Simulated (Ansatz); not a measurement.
The system is MnPd3.

```
Pd Mn
1.0
     1.42309    0.82162    8.77331
    -1.42309    0.82162    8.77331
     0.00000   -1.64324    8.77331
Pd Mn
3 1
Cartesian
  0.0000 0.0000 19.6037
  0.0000 0.0000 13.1600
  0.0000 0.0000 6.7162
  0.0000 0.0000 0.0000
```

The cell comes from a database or a generator and needn't be the stable form of this composition.

* Program: Ansatz 0.2.0
* Task: single point
* Functional: PBEsol
* Potentials or basis: all-electron LAPW, scalar-relativistic
* Cutoff: 280 eV (chosen from the basis error)
* Basis error allowed: 0.001 eV/atom
* k mesh: 11 × 11 × 11
* Occupations: fermi-dirac, width 0.05 eV
* Spin: collinear spin, ferromagnetic start
* Starting moments: [0.0, 0.0, 0.0, 4.0] μB

On this cell: pressure -9.2 GPa; largest force 0.049 eV/Å; net moment 4.49 μB per cell; site moments Pd +0.27, +0.04; Mn +3.81 μB; band gap on the k mesh none (metal or under the smearing width).

The same run follows on a disturbed copy (atoms moved at random, drawn with an rms of 0.05 Å):

```
Pd Mn
1.0
     1.42309    0.82162    8.77331
    -1.42309    0.82162    8.77331
     0.00000   -1.64324    8.77331
Pd Mn
3 1
Direct
  0.74086 0.74904 0.75270
  0.49101 0.49995 0.50636
  0.25574 0.24879 0.26345
  0.99829 0.99795 0.00340
```

**Question.** What does the disturbed cell give?

**Answer.** The energy (extrapolated to zero smearing) moves by +7.6 meV/atom; pressure -9.0 GPa; largest force 0.601 eV/Å; net moment 4.51 μB per cell; site moments Pd +0.24, +0.05, +0.28; Mn +3.82 μB; band gap on the k mesh none (metal or under the smearing width).

Forces on the atoms (eV/Å):
```
Pd   0.006 -0.001 -0.601
Pd   0.012  0.005  0.485
Pd  -0.016  0.009 -0.282
Mn  -0.002 -0.013  0.398
```

Stress tensor (GPa, compression positive):
```
-9.14  0.03  0.03
 0.03 -9.13 -0.01
 0.03 -0.01 -8.69
```
